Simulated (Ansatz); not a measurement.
# ClH5OSSi2: one species, many methods

The task here is to estimate one member of a computed series from the others.

Program: Ansatz 0.2.0, Gaussian basis. Level of theory: functionals in def2-TZVPP, the program's frozen cores in correlated methods. These are calculated values, not measurements.

Plan: PBE-D4, r2SCAN-D4, PBE0-D4, B3LYP-D4, ωB97X-V, ωB97M-V, B2PLYP; CCSD(T)/def2-TZVPP; MP2/def2-QZVPP; extrapolation to the limit.

**The geometry**

All runs share one geometry, relaxed beforehand with PBE0-D4 in a triple-zeta def2 set.

SMILES `O[SiH2]S[SiH2]Cl`, 10 atoms, charge 0, spin multiplicity 1.

Atoms are counted from 1 here; the program's logs count them from 0.

Bond lengths: O1–Si2 1.638 Å, O1–H6 0.959 Å, Si2–S3 2.145 Å, Si2–H7 1.478 Å, Si2–H8 1.483 Å, S3–Si4 2.121 Å, Si4–Cl5 2.059 Å, Si4–H9 1.477 Å, Si4–H10 1.479 Å. Angles: Si2–O1–H6 118.5°, O1–Si2–S3 112.0°, O1–Si2–H7 105.1°, O1–Si2–H8 113.6°, S3–Si2–H7 111.1°, S3–Si2–H8 103.8°, H7–Si2–H8 111.4°, Si2–S3–Si4 97.5°, S3–Si4–Cl5 111.6°, S3–Si4–H9 107.5°, S3–Si4–H10 110.9°, Cl5–Si4–H9 107.2°, Cl5–Si4–H10 107.4°, H9–Si4–H10 112.2°.

Geometry (Å):

```mol
ClH5OSSi2
  3D, bonds by distance, orders not assigned

 10  9  0  0  0  0  0  0  0  0999 V2000
   -0.8117    1.3506   -0.9826 O   0  0
    0.3897    1.4949    0.1208 Si  0  0
    0.3506   -0.0930    1.5618 S   0  0
    0.1452   -1.7027    0.1960 Si  0  0
   -1.8212   -1.9981   -0.3376 Cl  0  0
   -1.6918    1.1261   -0.6736 H   0  0
    1.6402    1.4696   -0.6665 H   0  0
    0.2940    2.7238    0.9458 H   0  0
    0.6001   -2.9297    0.8819 H   0  0
    0.9049   -1.4416   -1.0460 H   0  0
  1  2  8  0
  2  3  8  0
  3  4  8  0
  4  5  8  0
  1  6  8  0
  2  7  8  0
  2  8  8  0
  4  9  8  0
  4 10  8  0
M  END
```

Set-up of the first run:

in.yaml

```yaml
crystal:
  periodic: [false, false, false]
  atoms:
    - {symbol: O, position_ang: [-0.811688, 1.350629, -0.982644]}
    - {symbol: Si, position_ang: [0.389687, 1.494920, 0.120760]}
    - {symbol: S, position_ang: [0.350602, -0.093040, 1.561791]}
    - {symbol: Si, position_ang: [0.145196, -1.702665, 0.195991]}
    - {symbol: Cl, position_ang: [-1.821174, -1.998054, -0.337608]}
    - {symbol: H, position_ang: [-1.691809, 1.126121, -0.673571]}
    - {symbol: H, position_ang: [1.640245, 1.469649, -0.666459]}
    - {symbol: H, position_ang: [0.293991, 2.723751, 0.945847]}
    - {symbol: H, position_ang: [0.600067, -2.929682, 0.881861]}
    - {symbol: H, position_ang: [0.904882, -1.441628, -1.045969]}
basis:
  gaussian: {orbitals: def2-TZVPP}
hamiltonian: {xc: pbe, dispersion: d4}
output: {forces: true, orbitals: {seedname: orbitals}}
```

Started as:

```
$ ansatz run in.yaml --threads 2 --pin off --events-out ev --progress --plain --max-ram 22528MiB --backend cpu
```

Among the steps run: PBE-D4 (GGA); r2SCAN-D4 (meta-GGA); PBE0-D4 (hybrid); B3LYP-D4 (hybrid); ωB97X-V (range-separated); ωB97M-V (range-separated); B2PLYP (double hybrid); CCSD(T) in def2-TZVPP; MP2 in def2-QZVPP.

One of the session's tables, all rows but one given; the rest of the session is left out.

It belongs to the step «Atomisation energies». 

```
            method  atomisation energy (kJ/mol)
            PBE-D4                            ?
         r2SCAN-D4                       3315.9
           PBE0-D4                       3271.1
          B3LYP-D4                       3276.9
           ωB97X-V                       3331.5
           ωB97M-V                       3323.8
            B2PLYP                       3241.5
     HF/def2-TZVPP                       2421.5
    MP2/def2-TZVPP                       3265.6
   CCSD/def2-TZVPP                       3157.2
CCSD(T)/def2-TZVPP                       3207.2
           MP2/CBS                       3378.3
       CCSD(T)/CBS                       3319.9
```

**Question.** Estimate the row for PBE-D4.

As computed: atomisation energy (kJ/mol): 3306.2. In the column «atomisation energy (kJ/mol)» it lies between B3LYP-D4 (3276.9) and r2SCAN-D4 (3315.9).

Limits of these values: Free atoms (1 O, 2 Si, 1 S, 1 Cl, 5 H) were run apart at each level; the atomisation energy is their sum less the molecule, without zero-point or spin-orbit terms.
